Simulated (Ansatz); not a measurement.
Consider an all-electron equation of state of CuPd, space group Cmmm (the Python package of Ansatz (0.2.0)).

`eos_lapw_cupd.py`:
```python
"""E(V) of CuPd on LAPW."""

import warnings

import ansatz as az
from ase.eos import EquationOfState
from ase.units import GPa
import numpy as np

VECTORS = np.array([
    [1.51733, -2.19697, 0.0],
    [1.51733, 2.19697, 0.0],
    [0.0, 0.0, 4.188],
])
SITES = [
    ("Cu", [0.0, 0.0, 0.0]),
    ("Pd", [0.5, 0.5, 0.5]),
]


def on_lattice(cell):
    crystal = az.Crystal(lattice=az.Lattice.of(cell))
    for symbol, position in SITES:
        crystal = crystal.atom(symbol, position)
    return crystal


def main() -> None:
    warnings.simplefilter("ignore", az.DeckWarning)

    volumes, energies = [], []
    for scale in np.linspace(0.92, 1.08, 5):
        cell = VECTORS * scale ** (1 / 3)
        setup = (
            on_lattice(cell).calculation()
            .functional("pbesol")
            .occupations("fermi_dirac", width=0.1)
            .kpoints(9, 9, 6)
            .pseudopotentials("all_electron", lapw=True)
        )
        rep = setup.run(threads=1).report
        volumes.append(abs(np.linalg.det(cell)) / len(SITES))
        energies.append(rep["free_energy_ev"] / len(SITES))
        print(f"{scale:.3f} {volumes[-1]:9.4f} A^3/atom {energies[-1]:16.5f} eV/atom  (estimated basis error {1000 * rep['lapw_basis_errors']['total_ev_per_atom']:.2f} meV/atom)")
    v0, e0, bulk = EquationOfState(volumes, energies, eos="birchmurnaghan").fit()
    print(f"V0 = {v0:.4f} A^3/atom, B0 = {bulk / GPa:.1f} GPa")


if __name__ == "__main__":
    main()
```

Where does the minimum lie against the volume typed, and how stiff is the crystal?

A third-order Birch-Murnaghan fit through the 5 points has its minimum at 13.22 Å³ an atom, 5.3 % below the typed cell, with a bulk modulus of 180 GPa and dB/dP = 5.3. From that minimum the energy rises by 6.4 meV an atom on the compressed side and 111.4 meV on the expanded side. The window is off centre, so dB/dP is rough.

What the script printed:

```console
$ python eos_lapw_cupd.py
0.920   12.8440 A^3/atom     -91119.21562 eV/atom  (estimated basis error 0.07 meV/atom)
0.960   13.4024 A^3/atom     -91119.22071 eV/atom  (estimated basis error 0.07 meV/atom)
1.000   13.9608 A^3/atom     -91119.20132 eV/atom  (estimated basis error 0.07 meV/atom)
1.040   14.5193 A^3/atom     -91119.16317 eV/atom  (estimated basis error 0.07 meV/atom)
1.080   15.0777 A^3/atom     -91119.11072 eV/atom  (estimated basis error 0.07 meV/atom)
V0 = 13.2215 A^3/atom, B0 = 180.2 GPa
```

Notes:
- All-electron totals depend on functional, relativistic treatment and basis; only differences at equal settings carry meaning.
- Shape and fractional positions are held along the curve, so the bulk modulus is an upper value where they are free to relax.
- The mesh is modest for a metal, so energies can be off by several to tens of meV an atom and pressures by half a GPa or more; differences at equal mesh fare better.
- The structure comes from a database of computed cells and needn't be a stable or known phase.
- Finished in 6 min on 1 thread of AMD EPYC 7571, on a shared host, peak memory 0.68 GiB.
